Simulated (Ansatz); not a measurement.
# C2H8AlFSi: geometry optimisation

What geometry does C2H8AlFSi take? Wanted for C2H8AlFSi: a geometry optimisation. SMILES: [CH3][AlH][CH2][SiH2]F.

Program: Ansatz 0.2.0, driven from Python. Level of theory: PBE/cc-pVDZ. These are calculated values, not measurements.

**1. Starting point**

Bond lengths: C1–Al2 1.922 Å, Al2–C3 1.962 Å, C3–Si4 1.922 Å, Si4–F5 1.622 Å, C1–H6 1.123 Å, C1–H7 1.140 Å, C1–H8 1.148 Å, Al2–H9 1.557 Å, C3–H10 1.134 Å, C3–H11 1.132 Å, Si4–H12 1.430 Å, Si4–H13 1.568 Å. Angles (14 of 21 angles, heavy atoms first): C1–Al2–C3 119.2°, Al2–C3–Si4 111.7°, C3–Si4–F5 110.6°, C1–Al2–H9 121.1°, C3–Al2–H9 119.7°, Al2–C1–H6 113.4°, Al2–C1–H7 111.5°, Al2–C1–H8 111.3°, Al2–C3–H10 111.3°, Al2–C3–H11 111.4°, Si4–C3–H10 106.0°, Si4–C3–H11 109.4°, C3–Si4–H12 109.2°, C3–Si4–H13 104.2°.

The script holds or builds the structure itself.

**2. The script**

c2h8alfsi_opt.py

```python
# -*- coding: utf-8 -*-
import ansatz as az
import numpy as np

GEOMETRY = """
C    -2.04460    0.10730   -0.74640
Al   -0.58870   -1.12000   -0.48360
C     0.79660   -0.69390    0.83900
Si    1.72600    0.92890    0.39640
F     2.85020    1.26730    1.51570
H    -3.05250   -0.34420   -0.54070
H    -1.94580    1.02220   -0.07380
H    -2.05310    0.52100   -1.81690
H    -0.49760   -2.44430   -1.29770
H     1.58750   -1.50590    0.88370
H     0.36090   -0.60610    1.88020
H     2.27990    0.81110   -0.91680
H     0.60160    2.02190    0.37570
"""


def main():
    geometry = az.Crystal.molecule()
    for line in GEOMETRY.strip().splitlines():
        symbol, *xyz = line.split()
        geometry = geometry.atom(symbol, [float(v) for v in xyz])

    calc = (
        geometry.calculation()
        .basis(gaussian="cc-pVDZ")
        .functional("pbe")
        .scf(lower_state_search="light")
    )
    symbols = [site.symbol for site in geometry.cartesian_sites]
    start = np.array([site.position_ang for site in geometry.cartesian_sites], dtype=float)
    def progress(event):
        if event["event"] == "relax_step":
            row = event["data"]
            print(f"step {row['step']:3d}  E = {row['lagrangian_ev']:.6f} eV  largest force component {row['allowed_force_max_ev_ang']:.4f} eV/A")


    rep = calc.relax(force_tolerance=0.005).session().plan().execute(on_event=progress).report
    end = np.array(rep["positions_ang"])

    print(f"E = {rep['free_energy_ev']:.6f} eV = {rep['free_energy_ev'] / 27.211386246:.7f} Ha")
    print("converged:", rep["converged"], " doubts:", rep["published_state_doubts"] or "none")

    print("final positions (A) and the move of each atom")
    for symbol, xyz, old in zip(symbols, end, start):
        print(f"{symbol:2s} {xyz[0]:10.5f} {xyz[1]:10.5f} {xyz[2]:10.5f}   {np.linalg.norm(xyz - old):7.4f}")


if __name__ == "__main__":
    main()
```

**3. The calls as engine input**

The package turns the script's settings into the engine's input:

```yaml
crystal:
  periodic: [false, false, false]
  atoms:
    - { symbol: C, position_ang: [-2.0446, 0.1073, -0.7464] }
    - { symbol: Al, position_ang: [-0.5887, -1.12, -0.4836] }
    - { symbol: C, position_ang: [0.7966, -0.6939, 0.839] }
    - { symbol: Si, position_ang: [1.726, 0.9289, 0.3964] }
    - { symbol: F, position_ang: [2.8502, 1.2673, 1.5157] }
    - { symbol: H, position_ang: [-3.0525, -0.3442, -0.5407] }
    - { symbol: H, position_ang: [-1.9458, 1.0222, -0.0738] }
    - { symbol: H, position_ang: [-2.0531, 0.521, -1.8169] }
    - { symbol: H, position_ang: [-0.4976, -2.4443, -1.2977] }
    - { symbol: H, position_ang: [1.5875, -1.5059, 0.8837] }
    - { symbol: H, position_ang: [0.3609, -0.6061, 1.8802] }
    - { symbol: H, position_ang: [2.2799, 0.8111, -0.9168] }
    - { symbol: H, position_ang: [0.6016, 2.0219, 0.3757] }
basis:
  gaussian:
    orbitals: cc-pVDZ
hamiltonian:
  xc: pbe
scf:
  lower_state_search: light
relax:
  f_tol: 0.005
```

**4. The run**

Run with:

```sh
python c2h8alfsi_opt.py
```

**Question.** What results will this script give? Wanted: total energy; dipole moment; moves of the relaxation; energy gained; last largest force component.

The runs gave:

| quantity | value |
| --- | --- |
| total energy | -19383.6067 eV |
| dipole moment | 2.19 D |
| moves of the relaxation | 28 |
| energy gained | 0.319 eV |
| last largest force component | 0.0034 eV/Å |

What this shows: After 28 moves the largest shift is 0.742 Å, of atom 13 (H). The end point is the stationary point reached from this start; no frequency run checks that it is a minimum, and the basis set is modest.
